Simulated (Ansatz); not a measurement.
Crystal: SnTe3.

```
CELL_PARAMETERS angstrom
0.00000 3.86122 3.86122
3.86122 0.00000 3.86122
3.86122 3.86122 0.00000
ATOMIC_POSITIONS crystal
Te 0.50000 0.50000 0.50000
Te 0.75000 0.75000 0.75000
Te 0.25000 0.25000 0.25000
Sn 0.00000 0.00000 0.00000
```

The cell comes from a database or a generator and needn't be the stable form of this composition.

```yaml
Program: Ansatz 0.2.0
Task: single point
Functional: PBEsol
Potentials_or_basis: Ansatz PAW
Cutoff: "420 eV (not typed: the program's choice for these potentials)"
k_mesh: 6 × 6 × 6
Occupations: fermi-dirac, width 0.05 eV
Spin: no spin polarisation
```

On this cell: pressure -2.8 GPa; largest force zero by symmetry; band gap on the k mesh none (metal or under the smearing width).

The same run follows on a disturbed copy (atoms moved at random, drawn with an rms of 0.05 Å):

```
Te Sn
1.0
     0.00000    3.86122    3.86122
     3.86122    0.00000    3.86122
     3.86122    3.86122    0.00000
Te Sn
3 1
Direct
  0.50080 0.50963 0.48816
  0.75328 0.74682 0.74937
  0.24050 0.25636 0.25588
  0.99971 0.00010 0.99934
```

Question: What changes?

Answer: The energy (extrapolated to zero smearing) moves by -0.2 meV/atom; pressure -2.8 GPa; largest force 0.089 eV/Å; band gap on the k mesh none (metal or under the smearing width).

Forces on the atoms (eV/Å):
```
Te  -0.042 -0.027  0.036
Te   0.063  0.029 -0.055
Te  -0.002  0.050 -0.039
Sn  -0.020 -0.053  0.058
```

Stress tensor (GPa, compression positive):
```
-2.75  0.03  0.12
 0.03 -2.80 -0.30
 0.12 -0.30 -2.81
```

Caveats: the PAW data sets come from PBE, with cores solved anew for the run's functional, which leaves a small shift of forces and pressure.
